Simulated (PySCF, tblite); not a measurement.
# C₉H₁₀OS: geometry, infrared bands and NMR shifts

Wanted: the infrared bands and NMR shifts of C₉H₁₀OS (`Cc1ccc2c(c1)[S@@](=O)CC2`), by calculation.

The runs use tblite 0.8.0 and PySCF 2.14.0, with density-fitted response routines of our own; the level of theory stands in each step. All values are computed, except where a source is named. Atoms count from 0, in the outputs and in this text.

### 1 The molecule as given

21 atoms, charge 0, multiplicity 1; geometry from: force field or distance geometry start.

Bonds of the start (Å): C0–C1 1.51, C1–C2 1.38, C2–C3 1.37, C3–C4 1.39, C4–C5 1.38, C5–C6 1.39, C5–S7 1.79, S7–O8 1.53, S7–C9 1.83, C9–C10 1.47, C6–C1 1.38, C10–C4 1.45, C0–H11 1.11, C0–H12 1.09, C0–H13 1.10, C2–H14 1.08, C3–H15 1.12, C6–H16 1.06, C9–H17 1.11, C9–H18 1.10, C10–H19 1.12, C10–H20 1.12.

### 2 Geometry optimisation with GFN2-xTB

What the job is given:

```
{"job": {"kind": "relax", "xc": "GFN2-xTB", "basis": "xTB"}, "charge": 0, "multiplicity": 1}
C      3.389900    -0.011300    -0.339900
C      1.921800    -0.068300    -0.013100
C      1.479800    -0.615400     1.175900
C      0.159800    -0.694400     1.532700
C     -0.815700    -0.210900     0.667800
C     -0.373600     0.329900    -0.518300
C      0.962700     0.418000    -0.879000
S     -1.759600     0.907600    -1.492700
O     -2.056700    -0.256900    -2.444900
C     -2.925400     0.768300    -0.088500
C     -2.260900    -0.189000     0.813400
H      3.463500     0.825200    -1.071700
H      3.959100     0.212200     0.566900
H      3.638000    -0.983000    -0.785500
H      2.205500    -0.996400     1.883100
H     -0.156200    -1.141200     2.506200
H      1.259300     0.847500    -1.799400
H     -3.035600     1.745800     0.425700
H     -3.881600     0.347400    -0.433100
H     -2.631500    -1.220100     0.575000
H     -2.551400     0.001900     1.873600
```

The run is started by

```console
$ OMP_NUM_THREADS=1 python probes_run.py task.json out
```

This one command runs all jobs of the session in turn.

**Question.** This job is followed by: GFN2-xTB harmonic vibrations, gas phase; GIAO PBE0/pcSseg-1 NMR shielding, non-relativistic, gas phase. Predict these results of the whole session: strongest single infrared mode (GFN2-xTB); zero-point energy (GFN2-xTB); 13C shifts against TMS (PBE0/pcSseg-1); 1H shifts against TMS (PBE0/pcSseg-1, means over atoms taken as alike); 33S shifts against CS2 (PBE0/pcSseg-1); 17O shifts against H2O (PBE0/pcSseg-1); surface potential, 1st and 99th percentile.

**Answer**, as computed:

| quantity | value |
| --- | --- |
| strongest single infrared mode (GFN2-xTB) | 1127 cm⁻¹, 328 km/mol |
| zero-point energy (GFN2-xTB) | 103.0 kcal/mol |
| 13C shifts against TMS (PBE0/pcSseg-1) | 157.4, 146.9, 143.3, 137.1, 131.8, 130.9, 59.6, 36.1, 23.9 ppm |
| 1H shifts against TMS (PBE0/pcSseg-1, means over atoms taken as alike) | 7.89, 7.70, 7.60, 4.35, 3.25, 2.99, 2.60, 2.48 ppm |
| 33S shifts against CS2 (PBE0/pcSseg-1) | 375 ppm |
| 17O shifts against H2O (PBE0/pcSseg-1) | 87.9 ppm |
| surface potential, 1st and 99th percentile | -2.22 V and 1.02 V |

In words: Over 65 steps the energy fell by 0.497 eV; of the close pairs, S7–O8 changed most, 1.533 to 1.466 Å. The lowest mode is imaginary (25i cm⁻¹), so the xTB geometry is not a minimum. The strongest single mode, at 1127 cm⁻¹, moves mainly O8 and S7. Unscaled tight-binding wavenumbers are off by several per cent, some by more. Its intensities can rank the bands wrongly. At PBE0/pcSseg-1: The largest span, 525 ppm, is at O8, where the paramagnetic term is -148 ppm. NICS(1)zz of -27 ppm above the planar ring from C1 marks a diatropic (aromatic) ring current. By nearest atom (PBE0/pcSseg-1), the HOMO sits on O8 55 %; S7 27 % and the LUMO on C2, C5 about 20 % each; C6 13 %.
